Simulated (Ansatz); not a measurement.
# H₆O₂SiSn: how energies converge with the basis set

An exercise on one series of results from a longer session: the logs are not shown, and one member is left open.

Computed with Ansatz 0.2.0, Gaussian basis. Level: one geometry, several basis sets.

The runs, in order: PBE0-D4/def2-SVP; ωB97M-V/def2-SVP; PBE0-D4/def2-QZVPP; ωB97M-V/def2-QZVPP; the functionals' def2-TZVPP values are taken from earlier runs.

### Structure used throughout

All runs share one geometry, relaxed beforehand with PBE0-D4 in a triple-zeta def2 set. Sn takes the def2 core potential; no spin-orbit term is included.

SMILES `O[SiH2][SnH2][OH]`, 10 atoms, charge 0, spin multiplicity 1.

Atoms are counted from 1 here; the program's logs count them from 0.

Bond lengths: O1–Si2 1.654 Å, O1–H5 0.958 Å, Si2–Sn3 2.583 Å, Si2–H6 1.492 Å, Si2–H7 1.482 Å, Sn3–O4 1.978 Å, Sn3–H8 1.706 Å, Sn3–H9 1.719 Å, O4–H10 0.960 Å. Angles: Si2–O1–H5 117.8°, O1–Si2–Sn3 111.1°, O1–Si2–H6 111.5°, O1–Si2–H7 105.6°, Sn3–Si2–H6 109.4°, Sn3–Si2–H7 109.9°, H6–Si2–H7 109.2°, Si2–Sn3–O4 108.8°, Si2–Sn3–H8 115.8°, Si2–Sn3–H9 112.4°, O4–Sn3–H8 102.3°, O4–Sn3–H9 107.0°, H8–Sn3–H9 109.7°, Sn3–O4–H10 112.8°.

The first run:

Contents of in.yaml:

```yaml
crystal:
  periodic: [false, false, false]
  atoms:
    - {symbol: O, position_ang: [-1.930806, 1.076168, 0.180390]}
    - {symbol: Si, position_ang: [-0.301912, 1.286845, 0.372969]}
    - {symbol: Sn, position_ang: [0.964917, -0.946751, 0.091797]}
    - {symbol: O, position_ang: [0.769342, -1.558656, -1.779320]}
    - {symbol: H, position_ang: [-2.395708, 0.561128, 0.841104]}
    - {symbol: H, position_ang: [0.018476, 1.874684, 1.706186]}
    - {symbol: H, position_ang: [0.105417, 2.236411, -0.689715]}
    - {symbol: H, position_ang: [2.658947, -0.867105, 0.272522]}
    - {symbol: H, position_ang: [0.332662, -2.190891, 1.095974]}
    - {symbol: H, position_ang: [-0.138235, -1.522933, -2.089008]}
basis:
  gaussian: {orbitals: def2-SVP}
hamiltonian: {xc: pbe0, dispersion: d4}
output: {orbitals: {seedname: orbitals}}
```

Steps of the session up to this table: PBE0-D4 in def2-SVP; ωB97M-V in def2-SVP; PBE0-D4 in def2-QZVPP; ωB97M-V in def2-QZVPP.

One table of the session follows, with a row left open; its other results are not shown here.

It belongs to the step «Density functionals: the series». 

| functional | basis | HOMO (eV) |
| --- | --- | --- |
| PBE0-D4 | def2-SVP | ? |
| PBE0-D4 | def2-TZVPP | -7.40 |
| PBE0-D4 | def2-QZVPP | -7.44 |
| ωB97M-V | def2-SVP | -9.27 |
| ωB97M-V | def2-TZVPP | -9.47 |
| ωB97M-V | def2-QZVPP | -9.50 |

Q: Estimate the row for PBE0-D4, def2-SVP from the others.

As computed: HOMO (eV): -7.23. In the column «HOMO (eV)» it is the highest.
